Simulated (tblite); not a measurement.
# C5H12Si2: the cost of one run

Programs: tblite 0.8.0 and PySCF 2.14.0, with density-fitted response routines of our own. Each step states its level of theory. These are calculated values for one molecule in the gas phase, unless marked as measured. Atoms count from 0, in the outputs and in this text.

## 1. Starting geometry

19 atoms, charge 0, multiplicity 1; geometry from: force field or distance geometry start.

Bonds of the start (Å): C0–C1 1.21, C1–Si2 1.83, Si2–Si3 2.22, Si2–C4 1.85, C4–C5 1.51, C4–C6 1.52, C0–H7 1.07, Si2–H8 1.47, Si3–H9 1.47, Si3–H10 1.46, Si3–H11 1.49, C4–H12 1.12, C5–H13 1.11, C5–H14 1.11, C5–H15 1.11, C6–H16 1.11, C6–H17 1.12, C6–H18 1.10.

## 2. Geometry optimisation with GFN2-xTB

What the job is given:

```
{"job": {"kind": "relax", "xc": "GFN2-xTB", "basis": "xTB"}, "charge": 0, "multiplicity": 1}
C      0.232000     3.190600     1.451700
C      0.381900     2.025100     1.148300
Si     0.662000     0.268400     0.698000
Si     2.156300     0.215000    -0.939500
C     -0.969900    -0.490500     0.264800
C     -0.887100    -1.974700     0.516800
C     -1.433900    -0.182900    -1.146800
H      0.069800     4.213900     1.715700
H      1.213400    -0.487400     1.831000
H      2.139000     1.494600    -1.668500
H      2.049500    -0.952900    -1.806700
H      3.484200     0.139000    -0.277900
H     -1.749900    -0.068200     0.953100
H     -0.454300    -2.498100    -0.364000
H     -0.204700    -2.088100     1.390900
H     -1.898300    -2.388300     0.725500
H     -2.532000    -0.372800    -1.149000
H     -1.000800    -0.896800    -1.891800
H     -1.267000     0.863400    -1.459300
```

On the command line:

```
$ OMP_NUM_THREADS=1 python probes_run.py task.json out
```

This one command runs all jobs of the session in turn.

Q: Estimate the wall time of this first job on 1 thread of Arm Neoverse N1, shared host.

About 1.8 s.
